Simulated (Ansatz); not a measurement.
# LaBi: relaxation and properties

The task here is to estimate one member of a computed series from the others.

The COD entry's cell or inner coordinates are ideal or old and differ from later refinements, so a difference from it is no clean test against experiment.

Program: Ansatz 0.2.0. Level of theory: DFT r2SCAN, scalar-relativistic, plane waves, PAW. These are calculated values, not measurements.

## The system as given

The structure is cubic, space group Fm-3m (No. 225). Conventional cell: a = 6.565 Å, b = 6.565 Å, c = 6.565 Å, α = 90.00°, β = 90.00°, γ = 90.00°. La (site symmetry m-3m) is surrounded by 6 Bi at 3.28 Å. Bi (site symmetry m-3m) has 6 La at 3.28 Å as nearest neighbours.

Coordinates:

```cif
data_structure
_symmetry_space_group_name_H-M 'P 1'
_symmetry_Int_Tables_number 1
_cell_length_a 4.6422
_cell_length_b 4.6422
_cell_length_c 4.6422
_cell_angle_alpha 60.000
_cell_angle_beta 60.000
_cell_angle_gamma 60.000
_cell_volume 70.74
loop_
_atom_site_label
_atom_site_type_symbol
_atom_site_fract_x
_atom_site_fract_y
_atom_site_fract_z
_atom_site_occupancy
La1 La 0.00000 0.00000 0.00000 1
Bi1 Bi 0.50000 0.50000 0.50000 1
```

Source of the structure: the Crystallography Open Database.

The first run:

(A quick probe on a coarse mesh, which set the mesh and smearing, is not shown.)

File input.yaml:

```yaml
crystal:
  lattice:
    - [0.0, 3.2825, 3.2825]
    - [3.2825, 0.0, 3.2825]
    - [3.2825, 3.2825, 0.0]
  atoms:
    - { symbol: La, position: [0.0, 0.0, 0.0] }
    - { symbol: Bi, position: [0.5, 0.5, 0.5] }
basis:
  ecutwfc: 500
kpoints:
  mp_grid: { grid: [12, 12, 12] }
hamiltonian:
  xc: r2scan
scf:
  occupations: { method: gaussian, width: 0.1 }
output:
  forces: true
  stress: true
  eigenvalues: true
  write_density: true
  write_potential: true
  elf: true
  volumetric_format: npy
relax:
  adjacent_minimum: "off"
  f_tol: 0.005
  max_steps: 80
  cell: { stress_tol: 0.05 }
```

Command:

```bash
$ ansatz run input.yaml --threads 1 --pin off --max-ram 2560MiB --backend cpu --events-out ev --progress --plain --runs-dir out
```

Steps of the session up to this table: The relaxation; Point at V/V0 = 0.97; Point at V/V0 = 1.03; The cell scaled to 0.94 of its volume; Volume × 1.06; The cell scaled to 0.91 of its volume; Point at V/V0 = 1.10; Point at V/V0 = 0.88.

One table of the session follows, with a row left open; its other results are not shown here.

It belongs to the step «Fit of the equation of state». 

| volume (Å³/atom) | energy above the lowest point (meV/atom) | pressure (GPa) |
| --- | --- | --- |
| 32.518 | 105.1 | 8.46 |
| 33.627 | 55.9 | 5.83 |
| 34.736 | 23.5 | 3.58 |
| 35.844 | 5.6 | 1.65 |
| 36.953 | 0.0 | 0.01 |
| 38.061 | 4.9 | -1.40 |
| 39.170 | ? | ? |
| 40.648 | 49.3 | -3.95 |

**Question.** Estimate the row for volume (Å³/atom) = 39.170.

Worked estimate for «energy above the lowest point (meV/atom)». A straight line through the neighbours (38.061, 4.9) and (40.648, 49.3) gives 4.9 + (49.3 − 4.9) × (39.170 − 38.061) / (40.648 − 38.061) = 23.9; a parabola fitted to 3 rows on both sides gives 18.3.

As computed: energy above the lowest point (meV/atom): 18.9; pressure (GPa): -2.61. In «energy above the lowest point (meV/atom)» the line misses by +5.0 and the parabola by -0.6.
